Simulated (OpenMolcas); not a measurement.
# triplet SnHClOF2 at 6 levels

We compute a comparison of 6 runs (UHF/STO-3G, UHF/def2-SVP, UM06-2X/def2-SVP, UM06-L/def2-SVP, UTPSS/def2-SVP, ROMP2/def2-SVP) of triplet SnHClOF2. 

The calculation is run with OpenMolcas 26.06.

3 further runs of the same task are left out: 1 that didn't finish, 2 set aside as unsound or not needed.

### 1 The molecule

SnHClOF2 has 6 atoms, charge 0, and is taken as a triplet. SMILES of the parent species: `[OH][Sn]([F])([F])[Cl]`. Geometry: relaxed at PBE0-D4/def2-TZVP. This is one conformer, not always the lowest. That shape belongs to the parent species and isn't relaxed for this state.

Bond lengths: O1–Sn2 1.922 Å, Sn2–F3 1.884 Å, Sn2–F4 1.892 Å, Sn2–Cl5 2.279 Å, O1–H6 0.962 Å. Angles: O1–Sn2–F3 106.5°, O1–Sn2–F4 110.4°, O1–Sn2–Cl5 114.9°, F3–Sn2–F4 106.2°, F3–Sn2–Cl5 110.3°, F4–Sn2–Cl5 108.2°, Sn2–O1–H6 113.6°.

### 2 The energy at UHF/STO-3G (run 1)

The input, job.inp:

```
&GATEWAY
 BasLib=$CurrDir
 Coord
 6
 angstrom
 O       -0.464000       0.283900       1.476300
 Sn       0.252400      -0.175700      -0.247500
 F        1.982500      -0.856500       0.056700
 F       -0.743300      -1.587100      -1.019700
 Cl       0.329400       1.540600      -1.744400
 H       -1.315000       0.730600       1.432500
 Basis=STO-3G
 Group=NoSym

&SEWARD

&SCF
 UHF
 Spin=3
 Thresholds=1e-10 1e-07 1e-07 1e-05
 PrOrbitals=0
```

The basis set STO-3G is read from a file made from the Basis Set Exchange's data (not shown).

On the command line:

```
$ export MOLCAS_MEM=1860
$ pymolcas job.inp > job.log
```

Log:

```text
--- Start Module: gateway ---
[...]
--- Stop Module: gateway /rc=_RC_ALL_IS_WELL_ ---
--- Start Module: seward ---
[...]
      Basis functions           52
--- Stop Module: seward /rc=_RC_ALL_IS_WELL_ ---
--- Start Module: scf ---
[...]
       Convergence after  26 Iterations
[...]
::    Total SCF energy                              -6688.2624269287
[...]
      Total spin, S                                     1.0048124859
[...]
      Total electronic charge=   94.000000
      Total            charge=   -0.000000
[...]
      Dipole Moment (debye):
      Origin of the operator (angstrom)=    0.2696   -0.0397   -0.3998
                   X= -2.6562E+00               Y= -5.0562E-01               Z=  5.2694E+00           Total=  5.9226E+00
      Quadrupole Moment (debye*angstrom):
[...]
--- Stop Module: scf /rc=_RC_ALL_IS_WELL_ ---
[...]
```

Run time: 2.4 s. Hardware: 1 thread of Intel Xeon 6975P-C (Granite Rapids), shared host; peak memory 0.38 GiB.

### 3 The energy at UHF/def2-SVP (core potential) (run 2)

The input, test.input:

```
&GATEWAY
BasLib = $CurrDir
Coord
6
bohr
O     -0.87683292     0.53649325     2.78980268
Sn     0.47696687    -0.33202488    -0.46770722
F      3.74638204    -1.61855043     0.10714747
F     -1.40463343    -2.99918433    -1.92695373
Cl     0.62247579     2.91131207    -3.29643825
H     -2.48498985     1.38063391     2.70703267
Basis = def2-SVP
Group = NoSym
&SEWARD
&SCF
UHF
Spin = 3
Thresholds = 1e-10 1e-07 1e-07 1e-05
PrOrbitals = 0
```

The basis set def2-SVP is read from a file made from the Basis Set Exchange's data (not shown).

On the command line:

```
$ export MOLCAS_MEM=1860
$ pymolcas test.input > test.log
```

Log:

```text
--- Start Module: gateway ---
[...]
--- Stop Module: gateway /rc=_RC_ALL_IS_WELL_ ---
--- Start Module: seward ---
[...]
      Basis functions           91
--- Stop Module: seward /rc=_RC_ALL_IS_WELL_ ---
[...]
--- Start Module: scf ---
[...]
       Convergence after  29 Iterations
[...]
::    Total SCF energy                               -946.7068490851
[...]
      Total spin, S                                     1.0048926454
[...]
      Total electronic charge=   66.000000
      Total            charge=   -0.000000
[...]
      Dipole Moment (debye):
      Origin of the operator (angstrom)=    0.2696   -0.0397   -0.3998
                   X= -3.1644E+00               Y=  2.3525E+00               Z=  4.7392E+00           Total=  6.1650E+00
      Quadrupole Moment (debye*angstrom):
[...]
--- Stop Module: scf /rc=_RC_ALL_IS_WELL_ ---
[...]
```

Run time: 10 s. Hardware: 1 thread of Intel Xeon 6975P-C (Granite Rapids), shared host; peak memory 0.5 GiB.

Runs 3 to 5 aren't shown in full; the table further down has their settings and results.

### 4 The energy at ROMP2/def2-SVP (core potential) (run 6)

The input, run.input:

```
* ClF2HOSn ROMP2
>>> EXPORT MOLCAS_PRINT=2

&GATEWAY
  BasLib = $CurrDir
  Coord
  6
  angstrom
  O       -0.464000       0.283900       1.476300
  Sn       0.252400      -0.175700      -0.247500
  F        1.982500      -0.856500       0.056700
  F       -0.743300      -1.587100      -1.019700
  Cl       0.329400       1.540600      -1.744400
  H       -1.315000       0.730600       1.432500
  Basis = def2-SVP
  Group = NoSym

&SEWARD

&SCF
  UHF
  Spin = 3
  Thresholds = 1e-10 1e-07 1e-07 1e-05
  PrOrbitals = 1

&RASSCF
  FileOrb = $Project.UnaOrb
  Spin = 3
  Nactel = 2 0 0
  Inactive = 32
  Ras2 = 2
  OutOrbitals = Canonical
  OrbListing = Nothing

&CASPT2
  IPEA = 0.0
  Frozen = 12
```

The basis set def2-SVP is read from a file made from the Basis Set Exchange's data (not shown).

On the command line:

```
$ export MOLCAS_MEM=1860
$ pymolcas run.input > run.log
```

Log:

```text
--- Start Module: gateway ---
[...]
--- Stop Module: gateway /rc=_RC_ALL_IS_WELL_ ---
[...]
      Basis functions           91
[...]
       Convergence after  29 Iterations
[...]
::    Total SCF energy                               -946.7068490852
[...]
      Total spin, S                                     1.0048926454
[...]
--- Start Module: rasscf ---
[...]
      Number of active orbitals                  2
[...]
      Spin quantum number                      1.0
[...]
      Active orbitals                            2
[...]
      Number of CSFs                             1
[...]
      Number of root(s) required                 1
[...]
      Convergence after 19 iterations
[...]
      printout of CI-coefficients larger than  0.05 for root  1
      energy=    -946.699668
      conf/sym  11     Coeff  Weight
             1  uu   1.00000 1.00000
      Natural orbitals and occupation numbers for root  1
      sym 1:   1.000000   1.000000
      ************************************************************************************************************************
      *                                                    Final results                                                     *
[...]
::    RASSCF root number  1 Total energy:   -946.69966768
[...]
      Total electronic charge=   66.000000
      Total            charge=   -0.000000
[...]
      Dipole Moment (debye):
      Origin of the operator (angstrom)=    0.2696   -0.0397   -0.3998
                   X= -3.1141E+00               Y=  2.3284E+00               Z=  4.6825E+00           Total=  6.0865E+00
      Quadrupole Moment (debye*angstrom):
[...]
--- Stop Module: rasscf /rc=_RC_ALL_IS_WELL_ ---
[...]
--- Start Module: caspt2 ---
[...]
 ###    WARNING: User changed nr of frozen orbitals.                         ###
 ###############################################################################
[...]
      E2 (Variational):          -0.7774734290
      Total energy:            -947.4771411124
[...]
      Reference weight:           0.82151
[...]
::    CASPT2 Root  1     Total energy:   -947.47714111
[...]
--- Stop Module: caspt2 /rc=_RC_ALL_IS_WELL_ ---
[...]
```

It took 19 s on 1 thread of Intel Xeon 6975P-C (Granite Rapids), shared host; peak memory 0.5 GiB.

### 5 The series

| run | level | integration grid | frozen core orbitals | energy (Eh) | dipole moment (D) | HOMO energy (eV) | ⟨S²⟩ | wall time |
| --- | --- | --- | --- | --- | --- | --- | --- | --- |
| 1 | UHF/STO-3G | – | – | -6688.262427 | 5.92 | -1.78 | 2.014 | 2.4 s |
| 2 | UHF/def2-SVP (core potential) | – | – | -946.706849 | 6.17 | -6.80 | 2.015 | 10 s |
| 3 | UM06-2X/def2-SVP (core potential) | UltraFine | – | -949.354294 | 5.35 | -5.66 | 2.009 | 63 s |
| 4 | UM06-L/def2-SVP (core potential) | UltraFine | – | -949.688936 | 4.11 | -3.50 | 2.005 | 2.3 min |
| 5 | UTPSS/def2-SVP (core potential) | UltraFine | – | -949.516833 | 3.71 | -3.63 | 2.003 | 2.8 min |
| 6 | ROMP2/def2-SVP (core potential) | – | 12 | -947.477141 | – | – | – | 19 s |

### 6 What came out

| quantity | value |
| --- | --- |
| run 6: total energy | -947.47714 Eh |

What this shows: Over runs 1, 2, 3, 4, 5 the dipole moment (its size) runs from 3.71 D (UTPSS/def2-SVP) to 6.17 D (UHF/def2-SVP). Totals of different functionals can't be ranked against each other. Some runs of one species differ in core potentials or relativity; totals across that change don't compare. In run 1 the basis is minimal, so the values are rough. In run 1 relativity is left out where basis or elements ask for it. All runs together took 6.7 min, the longest 2.8 min.
